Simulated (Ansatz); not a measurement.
**(H2In-mu-Cl)2 (In₂H₄Cl₂): the relaxed shape and its frontier levels**

Aim: characterise (H2In-mu-Cl)2 (In₂H₄Cl₂) as a singlet: its structure, frontier levels and distribution of charge.

The runs use Ansatz 0.2.0, Gaussian basis; RKS PBE0-D4/def2-TZVP.

Levels to be run: relaxation at PBE0-D4/def2-SVP; a search for the lowest solution at PBE0-D4/def2-SVP; a single point at PBE0-D4/def2-TZVP.

1 further run of the same task is left out (set aside as unsound or not needed).

### 1 The starting structure

8 atoms, charge 0, spin multiplicity 1.

Atoms are counted from 1 here; the program's logs count them from 0.

Bond lengths: In1–H2 1.684 Å, In1–H3 1.685 Å, In1–Cl4 2.487 Å, In1–Cl8 2.486 Å, Cl4–In5 2.486 Å, In5–H6 1.685 Å, In5–H7 1.684 Å, In5–Cl8 2.486 Å. Angles: H2–In1–H3 130.7°, H2–In1–Cl4 107.9°, H2–In1–Cl8 108.3°, H3–In1–Cl4 108.1°, H3–In1–Cl8 107.8°, Cl4–In1–Cl8 84.2°, In1–Cl4–In5 95.8°, Cl4–In5–H6 108.3°, Cl4–In5–H7 107.9°, Cl4–In5–Cl8 84.2°, H6–In5–H7 130.6°, H6–In5–Cl8 107.9°, H7–In5–Cl8 108.1°, In1–Cl8–In5 95.8°.

Geometry (Å):

```tsv
atom	x (Å)	y (Å)	z (Å)
In1	-0.4589	0.6604	-1.6606
H2	0.0785	2.2254	-1.9738
H3	-1.3485	-0.4072	-2.6133
Cl4	1.4211	-0.6018	-0.6320
In5	0.4594	-0.6598	1.6599
H6	1.3370	0.4035	2.6279
H7	-0.0728	-2.2299	1.9585
Cl8	-1.4158	0.6093	0.6334
```

In takes a core potential in the def2 sets. No spin-orbit coupling is included.

The start is a GFN2-xTB geometry.

### 2 Optimising with PBE0-D4/def2-SVP

Contents of in.yaml:

```yaml
crystal:
  periodic: [false, false, false]
  atoms:
    - {symbol: In, position_ang: [-0.458870, 0.660450, -1.660620]}
    - {symbol: H, position_ang: [0.078470, 2.225360, -1.973840]}
    - {symbol: H, position_ang: [-1.348530, -0.407210, -2.613260]}
    - {symbol: Cl, position_ang: [1.421130, -0.601770, -0.631980]}
    - {symbol: In, position_ang: [0.459370, -0.659810, 1.659920]}
    - {symbol: H, position_ang: [1.336990, 0.403510, 2.627920]}
    - {symbol: H, position_ang: [-0.072820, -2.229860, 1.958450]}
    - {symbol: Cl, position_ang: [-1.415750, 0.609330, 0.633430]}
basis:
  gaussian: {orbitals: def2-SVP}
hamiltonian: {xc: pbe0, dispersion: d4}
scf: {omitted_lower_state_checks: [starts]}
output: {orbitals: {seedname: orbitals}}
relax: {f_tol: 0.02, max_steps: 100}
```

Launch:

```sh
$ ansatz run in.yaml --threads 4 --pin off --events-out ev --progress --plain --max-ram 3916MiB
```

Further steps of the session: Searching for the lowest solution, PBE0-D4/def2-SVP; Single point, PBE0-D4/def2-TZVP.

Before running them: what should the planned runs give, taken together? Wanted: point group; commonest bond, hydrogen aside; HOMO, LUMO at PBE0-D4/def2-TZVP; dipole at PBE0-D4/def2-SVP.

**Answer**, as computed:

```
                       quantity                            value
                    point group                              D2h
 commonest bond, hydrogen aside  Cl–In, 4 of mean length 2.579 Å
HOMO, LUMO at PBE0-D4/def2-TZVP                  -8.33, -1.26 eV
     dipole at PBE0-D4/def2-SVP                           0.01 D
```

**Reading.** The molecule keeps its bonding pattern by the stored test; the atoms moved 0.10 Å (rms). No usable vibrations, so a minimum isn't proven.
